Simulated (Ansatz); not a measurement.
# Mo: the cost of one run

Program: Ansatz 0.2.0. Level of theory: DFT LDA, scalar-relativistic, plane waves, PAW. These are calculated values, not measurements.

The COD entry's cell or inner coordinates are ideal or old and differ from later refinements, so a difference from it is no clean test against experiment.

23 further runs of the same task are left out: 23 set aside as unsound or not needed.

## 1. The system as given

Symmetry: Im-3m, No. 229, cubic system. Conventional cell: a = 3.111 Å, b = 3.111 Å, c = 3.111 Å, α = 90.00°, β = 90.00°, γ = 90.00°. Mo (site symmetry m-3m) is surrounded by 8 Mo at 2.69 Å.

Structure file:

```
Mo
1.0
    -1.55568    1.55568    1.55568
     1.55568   -1.55568    1.55568
     1.55568    1.55568   -1.55568
Mo
1
Direct
  0.00000 0.00000 0.00000
```

This cell was relaxed beforehand with the same method: volume 15.06 Å³/atom, gap on the mesh none (metal).

## 2. What is varied

The energy is mapped over volume and the cell's shape.

First coordinate, volume per atom: 7 values from 12.65 to 17.47 Å³. Second coordinate, length along [111] over the lengths across it, relative to the cubic cell: 9 values from 0.452 to 2.211.

Nothing else is relaxed (symmetry fixes all fractional coordinates). Energies count from the relaxed crystal. Points are written as (first, second).

## 3. Point (12.65 Å³, 2.211)

Contents of input.yaml:

```yaml
crystal:
  lattice:
    - [-0.6718498005, 1.581545472, 1.581545472]
    - [1.581545472, -0.6718498005, 1.581545472]
    - [1.581545472, 1.581545472, -0.6718498005]
  atoms:
    - { symbol: Mo, position: [0.0, 0.0, 0.0] }
basis:
  ecutwfc: 420
kpoints:
  mp_grid: { grid: [22, 22, 22] }
hamiltonian:
  xc: lda
  pseudopotentials: { kind: paw, azcp: { folder: soft_1 } }
scf:
  occupations: { method: gaussian, width: 0.15 }
output:
  forces: true
  stress: true
  eigenvalues: true
```

The run is started by

```sh
$ ansatz run input.yaml --threads 1 --pin off --max-ram 2048MiB --backend cpu --events-out ev --progress --plain --runs-dir out
```

Q: Estimate wall time and peak memory on 1 thread of Arm Neoverse N1, shared host.

About 15 s, with a peak of 0.41 GiB.
